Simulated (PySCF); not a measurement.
# Br6W ([WBr6]2-): the cost of one run

Computed with PySCF 2.14.0 and routines of our own; the level stands in each step. Atoms count from 0.

## 1. The starting structure

7 atoms, charge -2, states of the metal's open shell are computed; geometry from: model geometry, bond lengths from ionic radii.

## 2. Ligand-field states: state-averaged CASSCF in water

Job settings and geometry (Å):

```
{"job": {"kind": "lf", "basis": {"metal": "x2c-TZVPall", "ligand": "x2c-SVPall"}, "nevpt": true, "solvent": "water"}, "charge": -2, "metal": "W", "open_shell": "d2"}
W      0.000000     0.000000     0.000000
Br     1.781909    -1.028786     1.454923
Br     0.000000     2.057571     1.454923
Br    -1.781909    -1.028786     1.454923
Br     1.781909     1.028786    -1.454923
Br    -1.781909     1.028786    -1.454923
Br    -0.000000    -2.057571    -1.454923
```

With the program's defaults for keys left out, this is: state-averaged CASSCF of the metal d shell, SC-NEVPT2 on the averaged canonical orbitals, state-interaction spin-orbit coupling.

On the command line:

```sh
OMP_NUM_THREADS=1 python lf_run.py task.json out
```

This one command runs all jobs of the session in turn.

**Question.** How long does this first job take on 1 thread of Arm Neoverse N1, shared host, and how much memory does it need?

About 4.3 min, with a peak of 1.1 GiB.
